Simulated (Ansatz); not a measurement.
# Zn3P (Pm-3m) in Ansatz: further runs

Runs on Zn3P. Level: r2SCAN0 form with a typed share of exact exchange. Tasks: single point.

Everything below comes from runs of Ansatz 0.2.0. Logs are shortened: lines on timing, memory, paths and dates and some standing lists are left out, and cuts for length are marked.

### 1 The crystal as given

Symmetry: Pm-3m, No. 221, cubic system. The conventional cell has a = 3.976 Å, b = 3.976 Å, c = 3.976 Å, α = 90.00°, β = 90.00°, γ = 90.00°. Around Zn (site symmetry 4/mmm) lie 8 Zn at 2.81 Å and 4 P at 2.81 Å. Around P (site symmetry m-3m) lie 12 Zn at 2.81 Å.

The cell comes from a database or a generator and needn't be the stable form of this composition.

### 2 Single point, r2SCAN0 form with a typed share of exact exchange

Input file input.yaml:

```yaml
crystal:
  lattice:
    - [3.975518, 0.0, 0.0]
    - [0.0, 3.975518, 0.0]
    - [0.0, 0.0, 3.975518]
  atoms:
    - { symbol: Zn, position: [0.5, 0.5, 0.0] }
    - { symbol: Zn, position: [0.5, 0.0, 0.5] }
    - { symbol: Zn, position: [0.0, 0.5, 0.5] }
    - { symbol: P, position: [0.0, 0.0, 0.0] }
hamiltonian:
  xc: r2scan
  pseudopotentials: { kind: paw }
kpoints:
  mp_grid: { grid: [4, 4, 4] }
scf:
  occupations: { method: fermi_dirac, width: 0.05 }
output:
  forces: true
  stress: true
  eigenvalues: true
```

Potentials or basis: Ansatz PAW.

The run is started by

```sh
ansatz run input.yaml --threads 2 --pin off --max-ram 5632MiB --backend cpu --events-out ev --progress --plain --runs-dir out
```

Log:

```text
Warning: RAYON_NUM_THREADS=2 ignored (pool sized by the plan → 2); use --threads N
Engine: ansatz 0.2.0, x86_64-unknown-linux-gnu
Pseudopotentials: kind: paw
Pseudopotential: Zn, paw, valence charge 12, recommended cutoff 500 eV (meta_gga), Zn.paw.azcp
Pseudopotential: P, paw, valence charge 5, recommended cutoff 500 eV (meta_gga), P.paw.azcp
Functional definition: r2SCAN
  parameter k0 = 0.174
  parameter k1 = 0.065
  parameter a1 = 4.9479
  exchange = r2scan_x(k0 = k0, k1 = k1, a1 = a1)
  correlation = r2scan_c
Crystal: 4 atoms, lattice volume = 62.832 Å³
Basis set: ecut = 500 eV, 1575 PW (Γ), exchange–correlation on 120×120×120 points (64 copies of the dense FFT grid, shifted against one another)
Bands: 25, of which v1, the nominal top of the filled ones, is band 21 counted from 1 (20 counted from 0)
Symmetry: 48 space group operations
Space group: Pm-3m (ITA 221), of the structure as read, at distance tolerance 4.0e-5 Å
k-points: 10 of 64
Non-local potential: Zn, projectors of the file, l = 0: 2, l = 1: 2, l = 2: 3, l = 3: 1
Non-local potential: P, projectors of the file, l = 0: 2, l = 1: 2, l = 2: 2
PAW form: soft (Blöchl's): semilocal exchange-correlation on the pseudo side does not see the compensation charge
PAW frozen core: Zn, regenerated for the run's functional (the file was generated under x = pbe(κ = 0.804, μ = 0.2195149727645171), c = pbe(β = 0.06672455060314922))
PAW frozen core: P, regenerated for the run's functional (the file was generated under x = pbe(κ = 0.804, μ = 0.2195149727645171), c = pbe(β = 0.06672455060314922))
PAW one-centre angular grid: Zn, 590 points (default); XC on 261 of its mesh's 2673 points in the sphere
PAW one-centre angular grid: P, 302 points (default); XC on 160 Gauss nodes
Initial density: superposition of atomic densities (neutral atoms: chi_scale 0, normalization atom), corrected by the library's trained network
Initial wavefunctions: pseudopotential atomic-orbital guess
Functional: x = r2scan, c = r2scan; τ floored in thin density (d = 2e-4 eV/Å³)
SCF iter   1: F=—  HF=-10735.332810 eV  |F-HF|=—  |Δ(HF+E_count)|=         —  Δρ=2.15e-2  dr2=1.44e-1  dr2_τ=3.52e-3  ethr=1.77e-3  ⟨swp⟩=6.7  Hψ=1158  notcnv=0
preconditioner: auto → Resta (q_TF=auto, 2.541 Å⁻¹)  ε∞=9.0  [insulator: Δε(μ)=0.768 eV  Ē_g=10.590 eV  σ=0.050 eV  W_gap=0.71  n_scr=18 (ndim 8)  ℏωp=30.0 eV  f_vac=0.000  D(μ)=3.11/eV (n_scr^D=26)  ε∞_Penn≈9.0]
SCF iter   2: F=—  HF=-10735.322232 eV  |F-HF|=—  |Δ(HF+E_count)|=   1.06e-2  Δρ=2.50e-3  dr2=4.11e-3  dr2_τ=6.64e-4  ethr=3.50e-4  ⟨swp⟩=2.7  Hψ=578  notcnv=0  defer=3
SCF iter   3: F=—  HF=-10735.318521 eV  |F-HF|=—  |Δ(HF+E_count)|=   3.71e-3  Δρ=4.28e-3  dr2=6.67e-3  dr2_τ=1.69e-5  ethr=1.00e-5  ⟨swp⟩=2.0  Hψ=484  notcnv=0  defer=3
SCF iter   4: F=—  HF=-10735.318221 eV  |F-HF|=—  |Δ(HF+E_count)|=   3.00e-4  Δρ=8.41e-4  dr2=3.63e-4  dr2_τ=5.16e-6  ethr=1.00e-5  ⟨swp⟩=2.0  Hψ=448  notcnv=0  defer=3
SCF iter   5: F=—  HF=-10735.318471 eV  |F-HF|=—  |Δ(HF+E_count)|=   2.51e-4  Δρ=3.54e-4  dr2=7.98e-5  dr2_τ=1.45e-6  ethr=8.86e-7  ⟨swp⟩=2.2  Hψ=452  notcnv=0  defer=3
SCF iter   6: F=—  HF=-10735.318507 eV  |F-HF|=—  |Δ(HF+E_count)|=   3.56e-5  Δρ=1.34e-4  dr2=8.32e-6  dr2_τ=2.99e-8  ethr=1.95e-7  ⟨swp⟩=2.0  Hψ=450  notcnv=0  defer=3
SCF iter   7: F=—  HF=-10735.318512 eV  |F-HF|=—  |Δ(HF+E_count)|=   5.12e-6  Δρ=2.41e-5  dr2=4.31e-7  dr2_τ=1.01e-8  ethr=2.03e-8  ⟨swp⟩=2.0  Hψ=454  notcnv=0  defer=3
SCF iter   8: F=-10735.318512 eV  HF=-10735.318512 eV  |F-HF|=9.27e-9  |Δ(HF+E_count)|=   1.24e-8  Δρ=5.13e-6  dr2=2.32e-8  dr2_τ=4.96e-10  ethr=2.44e-10  ⟨swp⟩=7.6  Hψ=1194  notcnv=0
SCF 1 converged in 8 iterations: F = -10735.318512 eV  dr2 = 2.32e-8
SCF converged after 8 iterations
Free energy (F): -10735.318512 eV
Harris-Foulkes:  -10735.318512 eV  (|F-HF|=9.27e-9)
Internal energy: -10735.295753 eV  (E = F + TS)
E sigma→0 (E₀):  -10735.307132 eV
Entropy (-TS):   -0.022760 eV (-5.690 meV/atom)
Fermi energy:    10.150402 eV
--- Per-component energies (eV) ---
  E_band       = 135.495665
  E_kinetic    = 458.568785
  E_local      = -5009.425407  (includes V_loc(G=0)·N_el)
  E_nonlocal   = 1881.558436
  E_hartree    = 2124.058485
  E_xc         = -428.998861
  E_vxc        = -224.791103  (∫ρ·V_xc dr)
  E_paw        = -6120.859102  (= ΣΔE_a)
  E_vpaw       = -1230.644196  (= ΣTr[D̂ρ^β])
  E_aug_tail   = -0.000182  (compensation charges beyond the density's cutoff)
  E_vtau       = 12.112376  (kinetic-family band-sum trace: ∫τ·v_τ [+ j·A + Jᵃ·Aᵃ] dr)
  E_ewald      = -3639.559209
  E_core_change = -0.638698  (= ΣΔE_core)
  E_smearing   = -0.022760  (= −TS)
  E_closure    = -0.000000  (closes the sum)
  Σ components = -10735.318512   (vs F -10735.318512, Δ=0.00e0)
--- Forces (eV/Å), atoms counted from 1 ---
  atom   1  Zn     0.00000000    -0.00000000     0.00000000
  atom   2  Zn     0.00000000    -0.00000000     0.00000000
  atom   3  Zn     0.00000000     0.00000000    -0.00000000
  atom   4  P     -0.00000000     0.00000000     0.00000000
  max |Σ_I F_I| component: 3.47e-29 eV/Å
--- Stress (GPa, compression-positive) ---
       -3.632643      -0.000000       0.000000
       -0.000000      -3.632643       0.000000
        0.000000       0.000000      -3.632643
  P = ⅓ Tr σ = -3.6326 GPa (-36.326 kbar)
--- Band table (eV; the first three rows and the last of 10) ---
  k-point 0: bands = ["-2.7567", "1.6597", "2.0888", "2.0888", "2.0888", "2.2241", "2.2241", "2.7508", "2.7508", "2.7508", "2.9560", "2.9560", "3.1063", "3.1900", "3.1900", "3.1900", "6.6501", "6.9659", "6.9659", "6.9659", "11.3111", "11.3111", "15.0521", "15.0521", "15.0521"]
  k-point 1: bands = ["-2.2971", "1.7819", "2.1338", "2.1437", "2.1645", "2.1645", "2.3581", "2.6795", "2.6795", "2.7088", "2.8586", "2.9560", "2.9914", "2.9914", "3.0300", "3.1902", "3.9433", "7.6882", "7.6882", "8.2884", "11.7817", "12.5613", "13.5678", "13.5678", "15.1138"]
  k-point 2: bands = ["-1.5984", "1.3686", "2.1069", "2.1866", "2.2842", "2.2842", "2.5506", "2.5848", "2.5848", "2.6589", "2.7793", "2.7975", "2.7975", "2.8343", "2.8757", "2.9765", "3.1903", "8.7519", "8.7519", "8.7749", "11.6083", "11.7929", "11.7929", "13.1119", "13.5676"]
  k-point 9: bands = ["-0.7523", "2.0302", "2.0302", "2.0302", "2.4864", "2.4864", "2.4864", "2.7660", "2.7660", "2.7660", "2.8541", "2.8541", "3.1214", "3.1214", "3.1214", "3.5769", "5.2617", "5.2617", "5.2617", "7.2381", "8.2586", "8.2586", "8.2586", "19.0031", "19.0031"]
```

It took 2.4 s on 2 threads of Intel Xeon Platinum 8488C (Sapphire Rapids), shared host; peak memory 0.49 GiB.

Results:

| Item | Value |
| --- | --- |
| Free energy | -10735.3185 eV |
| Pressure | -3.6 GPa |
| Band gap on the k mesh | none (metal or under the smearing width) |

Levels at points of the mesh, in eV from the Fermi level:
```tsv
k point	band 16	band 17	band 18	band 19	band 20	band 21	band 22	band 23	band 24	band 25
(0.00, 0.00, 0.00)	-6.96	-3.50	-3.18	-3.18	-3.18	1.16	1.16	4.90	4.90	4.90
(0.00, 0.00, -0.50)	-7.17	-6.96	-1.40	-1.40	-1.38	1.46	1.64	1.64	2.96	3.42
(0.00, -0.50, -0.50)	-7.11	-5.52	-5.52	-5.29	-0.33	2.00	3.55	3.55	3.97	3.97
(-0.50, -0.50, -0.50)	-6.57	-4.89	-4.89	-4.89	-2.91	-1.89	-1.89	-1.89	8.85	8.85
```

Caveat: the k mesh is coarse (spacing up to 0.40 Å⁻¹), so the values aren't converged, least of all with exact exchange; the PAW data sets come from PBE, with cores solved anew for the run's functional, which leaves a small shift of forces and pressure.

### 3 Single point, r2SCAN0 form with a typed share of exact exchange

Edit input.yaml of step 2 so:

```diff
@@ -11,3 +11,3 @@
 hamiltonian:
-  xc: r2scan
+  xc: { exchange: r2scan, correlation: r2scan, exx: { coeff: 0.1 } }
   pseudopotentials: { kind: paw }
```

Potentials or basis: Ansatz PAW.

The run is started by

```sh
ansatz run input.yaml --threads 2 --pin off --max-ram 5632MiB --backend cpu --events-out ev --progress --plain --runs-dir out
```

Log:

```text
Warning: output.stress: scf.convergence.dr2_threshold = 1e-7 eV (the SCF's general default) is looser than the 4e-10 eV advised for a printed stress (1e-10 eV for each atom of the cell: 4). What an SCF threshold leaves in a stress goes as its square root, and in the free energy as the threshold itself, and one threshold admits the most on a small cell: of the crystals measured, under no hybrid functional and no lock of the moments, on runs that ended without the residual-converged pass, on stresses that held no estimate of that error, the worst erred by over 100 MPa in a component at 1e-7 eV an atom and by under 5 at 1e-10. Set scf.convergence.dr2_threshold to 4e-10 eV or tighter. The threshold is an SCF's pass mark: one that does not reach it within its budget of iterations ends unconverged, or closes short of it on a stop that the run arms, and scf.convergence.dr2_threshold's page says what that costs each kind of run
Warning: output.stress: scf.exx.energy_threshold = 1e-6 eV is looser than the 4e-8 eV advised for a stress under a hybrid functional (1e-8 eV for each atom of the cell: 4). Every SCF of the exchange loop can meet its threshold on dr2 while the loop round them stops early: no threshold on dr2 bounds what that leaves in the stress. Set scf.exx.energy_threshold to 4e-8 eV or tighter. The threshold is the loop's pass mark: a loop that does not reach it within its budget of cycles ends unconverged, and scf.exx.energy_threshold's page has the law
[... 106 lines left out ...]
  k-point 1: bands = ["-3.0068", "0.7916", "1.0635", "1.1012", "1.1012", "1.1170", "1.3001", "1.6057", "1.6057", "1.6242", "1.7853", "1.8796", "1.9293", "1.9293", "1.9593", "2.1260", "3.3611", "7.3780", "7.3780", "8.0562", "12.0032", "12.8075", "13.8202", "13.8202", "15.4112"]
  k-point 2: bands = ["-2.2802", "0.6418", "1.0561", "1.1158", "1.2346", "1.2346", "1.4878", "1.5237", "1.5237", "1.5746", "1.7133", "1.7223", "1.7223", "1.8057", "1.9002", "1.9129", "2.1265", "8.4759", "8.4759", "8.6693", "11.7182", "11.9587", "11.9587", "13.3223", "13.9567"]
  k-point 9: bands = ["-1.5040", "1.0041", "1.0041", "1.0041", "1.4116", "1.4116", "1.4116", "1.6940", "1.6940", "1.6940", "1.7663", "1.7663", "2.0523", "2.0523", "2.0523", "2.6424", "4.8608", "4.8608", "4.8608", "6.9444", "8.0606", "8.0606", "8.0606", "19.4894", "19.4894"]
```

Wall time 36 s (2 threads of Intel Xeon Platinum 8488C (Sapphire Rapids), shared host); peak memory 1.3 GiB.

Results:

```
Free energy            : -10733.3551 eV
Pressure               : -3.3 GPa
Band gap on the k mesh : none (metal or under the smearing width)
```

Levels at points of the mesh, in eV from the Fermi level:
```tsv
k point	band 17	band 18	band 19	band 20	band 21	band 22	band 23	band 24
(0.00, 0.00, 0.00)	-3.89	-3.50	-3.50	-3.50	1.38	1.38	5.27	5.27
(0.00, 0.00, -0.50)	-8.01	-1.66	-1.66	-1.47	1.58	1.82	1.82	3.18
(0.00, -0.50, -0.50)	-6.14	-6.14	-5.73	-0.55	2.22	3.92	3.92	4.26
(-0.50, -0.50, -0.50)	-5.28	-5.28	-5.28	-3.20	-2.08	-2.08	-2.08	9.35
```

Caveat: the k mesh is coarse (spacing up to 0.40 Å⁻¹), so the values aren't converged, least of all with exact exchange; the PAW data sets come from PBE, with cores solved anew for the run's functional, which leaves a small shift of forces and pressure; the thresholds are loose for stress.

### 4 Single point, r2SCAN0 form with a typed share of exact exchange

Edit input.yaml of step 3 so:

```diff
@@ -11,3 +11,3 @@
 hamiltonian:
-  xc: { exchange: r2scan, correlation: r2scan, exx: { coeff: 0.1 } }
+  xc: { exchange: r2scan, correlation: r2scan, exx: { coeff: 0.15 } }
   pseudopotentials: { kind: paw }
```

Potentials or basis: Ansatz PAW.

The run is started by

```sh
ansatz run input.yaml --threads 2 --pin off --max-ram 5632MiB --backend cpu --events-out ev --progress --plain --runs-dir out
```

Log:

```text
Warning: output.stress: scf.convergence.dr2_threshold = 1e-7 eV (the SCF's general default) is looser than the 4e-10 eV advised for a printed stress (1e-10 eV for each atom of the cell: 4). What an SCF threshold leaves in a stress goes as its square root, and in the free energy as the threshold itself, and one threshold admits the most on a small cell: of the crystals measured, under no hybrid functional and no lock of the moments, on runs that ended without the residual-converged pass, on stresses that held no estimate of that error, the worst erred by over 100 MPa in a component at 1e-7 eV an atom and by under 5 at 1e-10. Set scf.convergence.dr2_threshold to 4e-10 eV or tighter. The threshold is an SCF's pass mark: one that does not reach it within its budget of iterations ends unconverged, or closes short of it on a stop that the run arms, and scf.convergence.dr2_threshold's page says what that costs each kind of run
Warning: output.stress: scf.exx.energy_threshold = 1e-6 eV is looser than the 4e-8 eV advised for a stress under a hybrid functional (1e-8 eV for each atom of the cell: 4). Every SCF of the exchange loop can meet its threshold on dr2 while the loop round them stops early: no threshold on dr2 bounds what that leaves in the stress. Set scf.exx.energy_threshold to 4e-8 eV or tighter. The threshold is the loop's pass mark: a loop that does not reach it within its budget of cycles ends unconverged, and scf.exx.energy_threshold's page has the law
Warning: RAYON_NUM_THREADS=2 ignored (pool sized by the plan → 2); use --threads N
Engine: ansatz 0.2.0, x86_64-unknown-linux-gnu
Pseudopotentials: kind: paw
Pseudopotential: Zn, paw, valence charge 12, recommended cutoff 500 eV (meta_gga), Zn.paw.azcp
Pseudopotential: P, paw, valence charge 5, recommended cutoff 500 eV (meta_gga), P.paw.azcp
Functional definition: unnamed
  parameter a_1 = 0.15
  exchange = (1 - a_1)*r2scan_x + a_1*exact_x
  correlation = r2scan_c
Crystal: 4 atoms, lattice volume = 62.832 Å³
Basis set: ecut = 500 eV, 1575 PW (Γ), exchange–correlation on 120×120×120 points (64 copies of the dense FFT grid, shifted against one another)
Bands: 25, of which v1, the nominal top of the filled ones, is band 21 counted from 1 (20 counted from 0)
Symmetry: 48 space group operations
Space group: Pm-3m (ITA 221), of the structure as read, at distance tolerance 4.0e-5 Å
k-points: 10 of 64
Non-local potential: Zn, projectors of the file, l = 0: 2, l = 1: 2, l = 2: 3, l = 3: 1
Non-local potential: P, projectors of the file, l = 0: 2, l = 1: 2, l = 2: 2
PAW form: soft (Blöchl's): semilocal exchange-correlation on the pseudo side does not see the compensation charge
PAW frozen core: Zn, regenerated for the run's functional, and the local potential with it (the file was generated under x = pbe(κ = 0.804, μ = 0.2195149727645171), c = pbe(β = 0.06672455060314922))
PAW frozen core: P, regenerated for the run's functional, and the local potential with it (the file was generated under x = pbe(κ = 0.804, μ = 0.2195149727645171), c = pbe(β = 0.06672455060314922))
PAW one-centre angular grid: Zn, 590 points (default); XC on 261 of its mesh's 2673 points in the sphere
PAW one-centre angular grid: P, 302 points (default); XC on 160 Gauss nodes
Initial density: superposition of atomic densities (neutral atoms: chi_scale 0, normalization atom), corrected by the library's trained network
Initial wavefunctions: pseudopotential atomic-orbital guess
[... 58 lines left out ...]
Internal energy: -10732.384837 eV  (E = F + TS)
E sigma→0 (E₀):  -10732.391521 eV
Entropy (-TS):   -0.013368 eV (-3.342 meV/atom)
Fermi energy:    10.163340 eV
--- Per-component energies (eV) ---
  E_band       = 80.876537
  E_kinetic    = 457.929373
  E_local      = -5024.535913  (includes V_loc(G=0)·N_el)
  E_nonlocal   = 1889.122147
  E_hartree    = 2137.477122
  E_xc         = -370.391379
  E_vxc        = -192.588279  (∫ρ·V_xc dr)
  E_exx        = -89.385502  (= α·E_x^exact, valence–valence)
  E_paw        = -6093.526269  (= ΣΔE_a)
  E_vpaw       = -1154.826268  (= ΣTr[D̂ρ^β])
  E_aug_tail   = -0.000182  (compensation charges beyond the density's cutoff)
  E_vtau       = 9.595706  (kinetic-family band-sum trace: ∫τ·v_τ [+ j·A + Jᵃ·Aᵃ] dr)
  E_ewald      = -3639.559209
  E_core_change = 0.484976  (= ΣΔE_core)
  E_smearing   = -0.013368  (= −TS)
  E_closure    = 0.000000  (closes the sum)
  Σ components = -10732.398205   (vs F -10732.398205, Δ=0.00e0)
--- Forces (eV/Å), atoms counted from 1 ---
  atom   1  Zn     0.00000000     0.00000000     0.00000000
  atom   2  Zn     0.00000000    -0.00000000     0.00000000
  atom   3  Zn     0.00000000     0.00000000     0.00000000
  atom   4  P     -0.00000000     0.00000000     0.00000000
  max |Σ_I F_I| component: 1.79e-29 eV/Å
--- Stress (GPa, compression-positive) ---
       -3.152580      -0.000000       0.000000
       -0.000000      -3.152580       0.000000
        0.000000       0.000000      -3.152580
  P = ⅓ Tr σ = -3.1526 GPa (-31.526 kbar)
--- Band table (eV; the first three rows and the last of 10) ---
  k-point 0: bands = ["-3.8539", "0.1322", "0.4838", "0.4838", "0.4838", "0.6420", "0.6420", "1.1231", "1.1231", "1.1231", "1.3397", "1.3397", "1.5002", "1.5919", "1.5919", "1.5919", "6.0506", "6.4704", "6.4704", "6.4704", "11.6280", "11.6280", "15.5891", "15.5891", "15.5891"]
  k-point 1: bands = ["-3.3692", "0.2867", "0.5279", "0.5685", "0.5685", "0.5994", "0.7703", "1.0675", "1.0675", "1.0817", "1.2472", "1.3401", "1.3969", "1.3969", "1.4236", "1.5926", "3.0799", "7.2168", "7.2168", "7.9350", "12.1143", "12.9249", "13.9440", "13.9440", "15.5600"]
  k-point 2: bands = ["-2.6311", "0.2436", "0.5314", "0.5800", "0.7069", "0.7069", "0.9559", "0.9921", "0.9921", "1.0322", "1.1797", "1.1841", "1.1841", "1.2700", "1.3611", "1.4857", "1.5933", "8.3300", "8.3300", "8.6140", "11.7677", "12.0425", "12.0425", "13.4277", "14.1537"]
  k-point 9: bands = ["-1.8980", "0.4872", "0.4872", "0.4872", "0.8741", "0.8741", "0.8741", "1.1567", "1.1567", "1.1567", "1.2223", "1.2223", "1.5170", "1.5170", "1.5170", "2.1794", "4.6565", "4.6565", "4.6565", "6.8031", "7.9705", "7.9705", "7.9705", "19.7240", "19.7240"]
```

Wall time 38 s (2 threads of Intel Xeon Platinum 8488C (Sapphire Rapids), shared host); peak memory 1.3 GiB.

What came out:

```yaml
Free_energy: -10732.3982 eV
Pressure: -3.2 GPa
Band_gap_on_the_k_mesh: none (metal or under the smearing width)
```

Caveat: the k mesh is coarse (spacing up to 0.40 Å⁻¹), so the values aren't converged, least of all with exact exchange; the PAW data sets come from PBE, with cores solved anew for the run's functional, which leaves a small shift of forces and pressure; the thresholds are loose for stress.

### 5 Summary

| share of exact exchange | gap on the mesh (eV) | pressure (GPa) |
| --- | --- | --- |
| 0 | none | -3.6 |
| 0.1 | none | -3.3 |
| 0.15 | none | -3.2 |

Alike in all rows: task single point; level r2SCAN0 form with a typed share of exact exchange; potentials or basis Ansatz PAW; no spin polarisation; cell as given; k mesh 4 × 4 × 4; cutoff (eV) 500; smearing fermi-dirac 0.05 eV; the mesh is coarse, so values aren't converged.

Caveats: all runs use coarse meshes; the PAW data sets come from PBE, with cores solved anew for the run's functional, which leaves a small shift of forces and pressure; the thresholds are loose for stress (some runs).

Total energies depend on the potentials used, so only differences within one code and one set of settings carry meaning.
